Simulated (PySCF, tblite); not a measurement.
# C₃H₇FSeSi: geometry, infrared bands and NMR shifts

Aim: predict the infrared bands and NMR shifts of C₃H₇FSeSi (`C[C@@H]1C[Se][Si@@H]1F`).

Programs: tblite 0.8.0 and PySCF 2.14.0, with density-fitted response routines of our own. Each step states its level of theory. These are calculated values for one molecule in the gas phase, unless marked as measured. Atoms count from 0, in the outputs and in this text.

## (1) The molecule as given

13 atoms, charge 0, multiplicity 1; geometry from: force field or distance geometry start.

Bonds of the start (Å): C0–C1 1.55, C1–C2 1.54, C2–Se3 1.97, Se3–Si4 2.26, Si4–F5 1.68, Si4–C1 1.86, C0–H6 1.11, C0–H7 1.12, C0–H8 1.11, C1–H9 1.10, C2–H10 1.10, C2–H11 1.11, Si4–H12 1.47.

## (2) Optimising the geometry with GFN2-xTB

The job: settings as JSON, then the geometry in Å.

```
{"job": {"kind": "relax", "xc": "GFN2-xTB", "basis": "xTB"}, "charge": 0, "multiplicity": 1}
C      1.311600    -0.722100     0.103200
C      0.092600    -0.006000    -0.522800
C     -0.012200     1.460300    -0.074800
Se    -1.766100     1.517300     0.823600
Si    -1.514300    -0.630800     0.184100
F     -1.309400    -1.661000     1.492700
H      2.240700    -0.266100    -0.290200
H      1.303200    -0.623000     1.216200
H      1.294400    -1.798700    -0.168800
H      0.100700    -0.104900    -1.616000
H      0.778300     1.771700     0.623700
H     -0.040000     2.134700    -0.959200
H     -2.483900    -1.070900    -0.829500
```

The run is started by

```bash
OMP_NUM_THREADS=1 python probes_run.py task.json out
```

This one command runs all jobs of the session in turn.

**Question.** This job is followed by: GFN2-xTB harmonic vibrations, gas phase; GIAO PBE0/pcSseg-1 NMR shielding, non-relativistic, gas phase. What will the session give for the following? strongest single infrared mode (GFN2-xTB); zero-point energy (GFN2-xTB); ¹³C shifts against TMS (PBE0/pcSseg-1); ¹H shifts against TMS (PBE0/pcSseg-1, means over atoms taken as alike); ⁷⁷Se shifts against Me2Se (PBE0/pcSseg-1); ²⁹Si shifts against TMS (PBE0/pcSseg-1); ¹⁹F shifts against CFCl3 (PBE0/pcSseg-1).

**Answer**, as computed:

| quantity | value |
| --- | --- |
| strongest single infrared mode (GFN2-xTB) | 2364 cm⁻¹, 286 km/mol |
| zero-point energy (GFN2-xTB) | 58.8 kcal/mol |
| ¹³C shifts against TMS (PBE0/pcSseg-1) | 39.9, 33.8, 18.7 ppm |
| ¹H shifts against TMS (PBE0/pcSseg-1, means over atoms taken as alike) | 6.08, 3.38, 2.60, 2.57, 1.41 ppm |
| ⁷⁷Se shifts against Me2Se (PBE0/pcSseg-1) | 124 ppm |
| ²⁹Si shifts against TMS (PBE0/pcSseg-1) | 22.4 ppm |
| ¹⁹F shifts against CFCl3 (PBE0/pcSseg-1) | -162.8 ppm |

**Reading.** Relaxing lowered the energy by 0.235 eV in 37 steps; the close pair that moved most is Si4–F5, from 1.678 to 1.612 Å. The lowest mode is slightly imaginary (18i cm⁻¹), a soft motion within the noise of the Hessian, so the minimum is not strictly shown. The strongest single mode, at 2364 cm⁻¹, moves mainly H12. GFN2-xTB is a fitted tight-binding method: band positions and strengths are rough. Its intensities can rank the bands wrongly. At PBE0/pcSseg-1: The largest span, 1086 ppm, is at Se3, where the paramagnetic term is -1368 ppm. Spin-orbit coupling is left out, which matters for shieldings and couplings at and beside the heavy atoms.
